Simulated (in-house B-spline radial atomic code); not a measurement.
# F⁵⁺: ionisation energy by several methods

One table from this session's results is given with a row withheld; the runs are named, their logs left out.

Program: in-house B-spline radial atomic code version 1. Level of theory: scalar-relativistic (X2C), several functionals, spin-polarised; spherical all-electron atom at the radial basis limit. These are calculated values, not measurements, unless marked.

## What is computed

| Item | Value |
| --- | --- |
| element | fluorine (Z = 9) |
| charge | +5 |
| electrons | 4 |
| configuration | [He] 2s2 |
| nucleus | Fermi, rms radius 2.898 fm |

The outer shells:

[He] 2s2
```
[He] core
2s [↑↓]
```

Where spins are not typed, each open shell is filled with up spins first.

The first run:

Input settings:

```ini
Z = 9
electrons = 4.0
configuration = [He] 2s2
hamiltonian = x2c
method = r2scan0
spin_polarised = True
nucleus = fermi
rms_radius = 2.8976
mass_number = 19
atomic_mass = 18.99840316207
speed_of_light = 137.035999084
```

Steps of the session up to this table: r2SCAN0; OLYP; LC-ωPBE; r2SCAN; LDA (PW92); AM05; fractional-occupation HF; RPBE; M06-L; M06-2X.

One of the session's tables, all rows but one given; the rest of the session is left out.

```
                  method  ΔSCF (eV)
              LDA (PW92)     155.17
                    OLYP     155.62
                    AM05     154.96
                    RPBE     155.90
                  r2SCAN     154.83
                   M06-L     155.16
                 r2SCAN0     154.95
                  M06-2X     156.14
                 LC-ωPBE     155.85
fractional-occupation HF          ?
```

Estimate the missing values for fractional-occupation HF.

As computed: ΔSCF (eV): 154.03. In the column «ΔSCF (eV)» it is the lowest.

Limits of these values: Mean absolute error by rung (exchange-only levels left out): LDA 2.00 eV, GGA 1.67 eV, meta-GGA 2.16 eV, global hybrid 1.61 eV, range-separated hybrid 1.32 eV.
